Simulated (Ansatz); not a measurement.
# Ca2AlO2: the cost of one run

Program: Ansatz 0.2.0. Level of theory: DFT PBE, scalar-relativistic, plane waves, PAW. These are calculated values, not measurements.

1 further run of the same task is left out (it didn't finish).

## Step 1: The starting structure

Symmetry: Cmmm, No. 65, orthorhombic system. The conventional cell has a = 6.028 Å, b = 7.382 Å, c = 4.467 Å, α = 90.00°, β = 90.00°, γ = 90.00°. Ca (site symmetry 2/m) is surrounded by 2 O at 2.23 Å. Around Al (site symmetry mmm) lie 4 O at 2.38 Å. Around O (site symmetry 2/m) lie 2 Ca at 2.23 Å and 2 Al at 2.38 Å.

Structure file:

```
CELL_PARAMETERS angstrom
3.01382 -3.69113 0.00000
3.01382 3.69113 0.00000
0.00000 0.00000 4.46700
ATOMIC_POSITIONS crystal
Ca 0.00000 0.50000 0.50000
Ca 0.50000 0.00000 0.50000
Al 0.00000 0.00000 0.00000
O 0.00000 0.50000 0.00000
O 0.50000 0.00000 0.00000
```

Recipe of the guess: random cell by space group and Wyckoff sites (Cmmm, No. 65). Lengths come from tabulated atomic sizes and are only a guess.

## Step 2: A first look at the guess

input.yaml

```yaml
crystal:
  lattice:
    - [3.01382387, -3.69112637, 0.0]
    - [3.01382387, 3.69112637, 0.0]
    - [0.0, 0.0, 4.46699859]
  atoms:
    - { symbol: Ca, position: [0.0, 0.5, 0.5] }
    - { symbol: Ca, position: [0.5, 0.0, 0.5] }
    - { symbol: Al, position: [0.0, 0.0, 0.0] }
    - { symbol: O, position: [0.0, 0.5, 0.0] }
    - { symbol: O, position: [0.5, 0.0, 0.0] }
basis:
  ecutwfc: 420
kpoints:
  mp_grid: { grid: [4, 4, 4] }
hamiltonian:
  xc: pbe
scf:
  occupations: { method: gaussian, width: 0.1 }
  lower_state_search: "off"
output:
  forces: true
  stress: true
  eigenvalues: true
```

Command:

```console
ansatz run input.yaml --threads 1 --pin off --max-ram 2560MiB --backend cpu --events-out ev --progress --plain --runs-dir out
```

What time and memory should one allow on 1 thread of Arm Neoverse V1, shared host?

About 3.2 s, with a peak of 0.33 GiB.
